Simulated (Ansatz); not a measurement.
# CaGe2Au2: further runs on the relaxed cell

An exercise on one series of results from a longer session: the logs are not shown, and one member is left open.

Method: DFT PBEsol, scalar-relativistic, plane waves, PAW, in Ansatz 0.2.0.

1 further run of the same task is left out (set aside as unsound or not needed). Runs told in other sessions of the task aren't counted.

## Starting point

It takes space group I4/mmm (No. 139, tetragonal). The conventional cell has a = 4.431 Å, b = 4.431 Å, c = 10.242 Å, α = 90.00°, β = 90.00°, γ = 90.00°. Ca (site symmetry 4/mmm) is surrounded by 8 Ge at 3.36 Å and 8 Au at 3.39 Å. Ge (site symmetry 4mm) is surrounded by 1 Ge at 2.44 Å and 4 Au at 2.59 Å. Au (site symmetry -4m2) is surrounded by 4 Ge at 2.59 Å.

As a file:

```cif
data_structure
_symmetry_space_group_name_H-M 'I4/mmm'
_symmetry_Int_Tables_number 139
_cell_length_a 4.4307
_cell_length_b 4.4307
_cell_length_c 10.2416
_cell_angle_alpha 90.000
_cell_angle_beta 90.000
_cell_angle_gamma 90.000
_cell_volume 201.05
loop_
_atom_site_label
_atom_site_type_symbol
_atom_site_symmetry_multiplicity
_atom_site_Wyckoff_symbol
_atom_site_fract_x
_atom_site_fract_y
_atom_site_fract_z
_atom_site_occupancy
Ca1 Ca 2 a 0.00000 0.00000 0.00000 1
Ge1 Ge 4 e 0.00000 0.00000 0.38109 1
Au1 Au 4 d 0.00000 0.50000 0.25000 1
```

It is the result of an earlier relaxation at this level (volume 20.11 Å³/atom; gap on the mesh: none (metal)).

Set-up of the first run:

File input.yaml:

```yaml
crystal:
  lattice:
    - [-2.1929470617, 2.1929470617, 5.0690919017]
    - [2.1929470617, -2.1929470617, 5.0690919017]
    - [2.1929470617, 2.1929470617, -5.0690919017]
  atoms:
    - { symbol: Ca, position: [0.0, 0.0, 0.0] }
    - { symbol: Ge, position: [0.3810867177, 0.3810867177, 0.0] }
    - { symbol: Ge, position: [0.6189132823, 0.6189132823, 0.0] }
    - { symbol: Au, position: [0.75, 0.25, 0.5] }
    - { symbol: Au, position: [0.25, 0.75, 0.5] }
basis:
  ecutwfc: 420
kpoints:
  mp_grid: { grid: [12, 12, 12] }
hamiltonian:
  xc: pbesol
scf:
  occupations: { method: gaussian, width: 0.1 }
output:
  forces: true
  stress: true
  eigenvalues: true
relax:
  adjacent_minimum: "off"
  f_tol: 0.01
  max_steps: 30
  cell: { stress_tol: 0.1, fix: [volume] }
```

Launch:

```bash
ansatz run input.yaml --threads 1 --pin off --max-ram 2560MiB --backend cpu --events-out ev --progress --plain --runs-dir out
```

Among the steps run: The cell scaled to 0.97 of its volume; The cell scaled to 1.03 of its volume; Volume × 0.94; Volume × 1.06; Volume × 0.91; The cell scaled to 1.10 of its volume; The cell scaled to 0.88 of its volume.

One of the session's tables, all rows but one given; the rest of the session is left out.

It belongs to the step «Fit of the equation of state». 

```
volume (Å³/atom)  energy above the lowest point (meV/atom)  pressure (GPa)
          17.692                                      97.3           14.73
          18.296                                      51.2            9.96
          18.899                                         ?               ?
          19.502                                       5.0            2.75
          20.105                                       0.0            0.01
          20.708                                       4.5           -2.30
          21.311                                      16.8           -4.21
          22.116                                      43.3           -6.26
```

Q: Estimate the row for volume (Å³/atom) = 18.899 from the others.

Worked estimate for «energy above the lowest point (meV/atom)». A straight line through the neighbours (18.296, 51.2) and (19.502, 5.0) gives 51.2 + (5.0 − 51.2) × (18.899 − 18.296) / (19.502 − 18.296) = 28.1; a parabola fitted to 4 rows on both sides gives 21.3.

**Answer.** energy above the lowest point (meV/atom): 21.3; pressure (GPa): 6.04. In «energy above the lowest point (meV/atom)» the line misses by +6.8 and the parabola by 0.0.
